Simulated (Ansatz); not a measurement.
# CH3AlO2S: one species, many methods

One table from this session's results is given with a row withheld; the runs are named, their logs left out.

Method: functionals in def2-TZVPP, the program's frozen cores in correlated methods; program: Ansatz 0.2.0, Gaussian basis.

Levels to be run: LDA (SPW92), PBE-D4, revPBE-D4, BLYP-D4, r2SCAN-D4, B97M-V, PBE0-D4, B3LYP-D4, r2SCANh-D4, r2SCAN0-D4, HSE06-D4, BHLYP-D4, CAM-B3LYP-D4, LC-ωPBE, ωB97X-V, ωB97M-V, B2PLYP, PBE-QIDH; CCSD(T)/def2-SVP; CCSD(T)/def2-TZVPP; MP2/def2-QZVPP; extrapolation to the limit; RPA on PBE.

### Structure used throughout

The geometry comes from an earlier relaxation with PBE0-D4 in a triple-zeta def2 set; it is a stationary point, not always the lowest conformer.

SMILES `O[CH]1[S][Al]1[OH]`, 8 atoms, charge 0, spin multiplicity 1.

Atoms are counted from 1 here; the program's logs count them from 0.

Bond lengths: O1–C2 1.376 Å, O1–H6 0.964 Å, C2–S3 1.996 Å, C2–Al4 1.913 Å, C2–H7 1.090 Å, S3–Al4 2.106 Å, Al4–O5 1.678 Å, O5–H8 0.955 Å. Angles: C2–O1–H6 109.7°, O1–C2–S3 114.6°, O1–C2–Al4 121.2°, O1–C2–H7 113.4°, S3–C2–Al4 65.2°, S3–C2–H7 105.0°, Al4–C2–H7 123.4°, C2–S3–Al4 55.5°, C2–Al4–S3 59.3°, C2–Al4–O5 149.7°, S3–Al4–O5 151.0°, Al4–O5–H8 125.7°.

Coordinates:

| atom | x (Å) | y (Å) | z (Å) |
| --- | --- | --- | --- |
| O1 | -0.0168 | 1.7928 | 0.7045 |
| C2 | 0.4883 | 0.8086 | -0.1139 |
| S3 | 1.4338 | -0.6646 | 0.8450 |
| Al4 | -0.3549 | -0.9040 | -0.2414 |
| O5 | -1.6170 | -1.8592 | -0.7979 |
| H6 | 0.6954 | 2.3753 | 0.9906 |
| H7 | 1.2089 | 1.1789 | -0.8434 |
| H8 | -1.7455 | -2.7848 | -0.5994 |

Set-up of the first run:

in.yaml

```yaml
crystal:
  periodic: [false, false, false]
  atoms:
    - {symbol: O, position_ang: [-0.016827, 1.792758, 0.704491]}
    - {symbol: C, position_ang: [0.488332, 0.808581, -0.113868]}
    - {symbol: S, position_ang: [1.433831, -0.664581, 0.845017]}
    - {symbol: Al, position_ang: [-0.354904, -0.904049, -0.241376]}
    - {symbol: O, position_ang: [-1.617030, -1.859180, -0.797909]}
    - {symbol: H, position_ang: [0.695360, 2.375341, 0.990645]}
    - {symbol: H, position_ang: [1.208898, 1.178858, -0.843421]}
    - {symbol: H, position_ang: [-1.745460, -2.784828, -0.599379]}
basis:
  gaussian: {orbitals: def2-TZVPP}
hamiltonian: {xc: lda}
output: {orbitals: {seedname: orbitals}}
```

Steps of the session up to this table: LDA; PBE-D4 (GGA); revPBE-D4 (GGA); BLYP-D4 (GGA); r2SCAN-D4 (meta-GGA); B97M-V (meta-GGA); PBE0-D4 (hybrid); B3LYP-D4 (hybrid); r2SCANh-D4 (hybrid); r2SCAN0-D4 (hybrid); HSE06-D4 (hybrid); BHLYP-D4 (hybrid); CAM-B3LYP-D4 (range-separated); LC-ωPBE (range-separated); ωB97X-V (range-separated); ωB97M-V (range-separated); B2PLYP (double hybrid); PBE-QIDH (double hybrid).

One of the session's tables, all rows but one given; the rest of the session is left out.

It belongs to the step «Orbital energies across the functionals». 

| functional | HOMO (eV) | gap (eV) |
| --- | --- | --- |
| LDA (SPW92) | -5.79 | 3.53 |
| PBE-D4 | -5.64 | 3.62 |
| revPBE-D4 | -5.57 | 3.67 |
| BLYP-D4 | -5.49 | 3.54 |
| r2SCAN-D4 | -5.85 | 4.19 |
| B97M-V | -5.89 | 4.06 |
| PBE0-D4 | ? | ? |
| B3LYP-D4 | -6.59 | 5.12 |
| r2SCANh-D4 | -6.29 | 4.90 |
| r2SCAN0-D4 | -6.95 | 5.97 |
| HSE06-D4 | -6.41 | 4.85 |
| BHLYP-D4 | -7.86 | 7.43 |
| CAM-B3LYP-D4 | -8.10 | 7.82 |
| LC-ωPBE | -9.41 | 10.36 |
| ωB97X-V | -9.07 | 9.84 |
| ωB97M-V | -8.93 | 9.41 |

Q: Estimate the row for PBE0-D4 from the others.

The run gave: HOMO (eV): -6.81; gap (eV): 5.61. In the column «HOMO (eV)» it lies between r2SCAN0-D4 (-6.95) and B3LYP-D4 (-6.59).
